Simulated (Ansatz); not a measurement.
# AlFH3NS: basis-set convergence

The task here is to estimate one member of a computed series from the others.

Method: one geometry, several basis sets; program: Ansatz 0.2.0, Gaussian basis.

The runs, in order: PBE0-D4/def2-SVP; ωB97M-V/def2-SVP; PBE0-D4/def2-QZVPP; ωB97M-V/def2-QZVPP; CCSD(T)/cc-pV(D+d)Z; CCSD(T)/cc-pV(T+d)Z; CCSD(T)/cc-pV(Q+d)Z; the functionals' def2-TZVPP values are taken from earlier runs.

## The geometry

The geometry comes from an earlier relaxation with PBE0-D4 in a triple-zeta def2 set; it is a stationary point, not always the lowest conformer.

SMILES `[NH2][Al]([F])[SH]`, 7 atoms, charge 0, spin multiplicity 1.

Atoms are counted from 1 here; the program's logs count them from 0.

Bond lengths: N1–Al2 1.752 Å, N1–H5 1.006 Å, N1–H6 1.006 Å, Al2–F3 1.648 Å, Al2–S4 2.172 Å, S4–H7 1.345 Å. Angles: Al2–N1–H5 124.5°, Al2–N1–H6 124.8°, H5–N1–H6 110.7°, N1–Al2–F3 119.4°, N1–Al2–S4 121.8°, F3–Al2–S4 118.8°, Al2–S4–H7 91.8°.

Set-up of the first run:

in.yaml

```yaml
crystal:
  periodic: [false, false, false]
  atoms:
    - {symbol: N, position_ang: [-0.857094, 0.816828, 0.836481]}
    - {symbol: Al, position_ang: [0.369649, -0.126075, 0.014811]}
    - {symbol: F, position_ang: [1.871876, -0.254690, 0.680212]}
    - {symbol: S, position_ang: [-0.032383, -1.136861, -1.865303]}
    - {symbol: H, position_ang: [-0.715309, 1.299956, 1.707969]}
    - {symbol: H, position_ang: [-1.797584, 0.950122, 0.504468]}
    - {symbol: H, position_ang: [1.222044, -1.617280, -1.924438]}
basis:
  gaussian: {orbitals: def2-SVP}
hamiltonian: {xc: pbe0, dispersion: d4}
output: {orbitals: {seedname: orbitals}}
```

Launch:

```bash
> ansatz run in.yaml --threads 2 --pin off --events-out ev --progress --plain --max-ram 32768MiB --backend cpu
```

Steps of the session up to this table: PBE0-D4 in def2-SVP; ωB97M-V in def2-SVP; PBE0-D4 in def2-QZVPP; ωB97M-V in def2-QZVPP.

One of the session's tables, all rows but one given; the rest of the session is left out.

It belongs to the step «Functionals by basis». 

| functional | basis | HOMO (eV) |
| --- | --- | --- |
| PBE0-D4 | def2-SVP | -7.35 |
| PBE0-D4 | def2-TZVPP | -7.58 |
| PBE0-D4 | def2-QZVPP | ? |
| ωB97M-V | def2-SVP | -9.56 |
| ωB97M-V | def2-TZVPP | -9.82 |
| ωB97M-V | def2-QZVPP | -9.88 |

Estimate the missing values for PBE0-D4, def2-QZVPP.

**Answer.** HOMO (eV): -7.63. In the column «HOMO (eV)» it lies between ωB97M-V, def2-SVP (-9.56) and PBE0-D4, def2-TZVPP (-7.58).
